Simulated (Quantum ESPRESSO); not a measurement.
Runs of Quantum ESPRESSO 7.5 on PtSe. The structure is cubic, space group Fm-3m (No. 225). The conventional cell has a = 5.597 Å, b = 5.597 Å, c = 5.597 Å, α = 90.00°, β = 90.00°, γ = 90.00°. Pt (site symmetry m-3m) has 6 Se at 2.80 Å as nearest neighbours. Around Se (site symmetry m-3m) lie 6 Pt at 2.80 Å. The cell comes from a database or a generator and needn't be the stable form of this composition.

```csv
level,form of the LDA correlation,gap on the mesh (eV),pressure (GPa),moment (μB)
RPBE+U,-,none,-10.7,0.18
PBEsol+U,-,none,-18.2,0.19
LDA+U,PW92,none,(b),0.17
revPBE+U,-,none,-11.4,0.18
PW91+U,-,none,(a),0.18
```

Alike in all rows: task single point; potentials or basis PseudoDojo 0.4.1 SR LDA stringent; spin collinear, ferromagnetic start; Pt d U = 4 eV; cell as given; k mesh 6 × 6 × 6; cutoff (eV) 1415; smearing gaussian 0.05 eV.

Fill in the values left out.

(a) -13.3; (b) -20.6.

Caveats: the potentials were made for another functional, which shifts forces and pressure (some runs).

A k mesh can miss the band edges, and the runs leave out spin-orbit coupling on Pt, Se.

A gap of «none» marks a metal or a gap under the smearing width.

Runs at the PBE level aren't shown here.
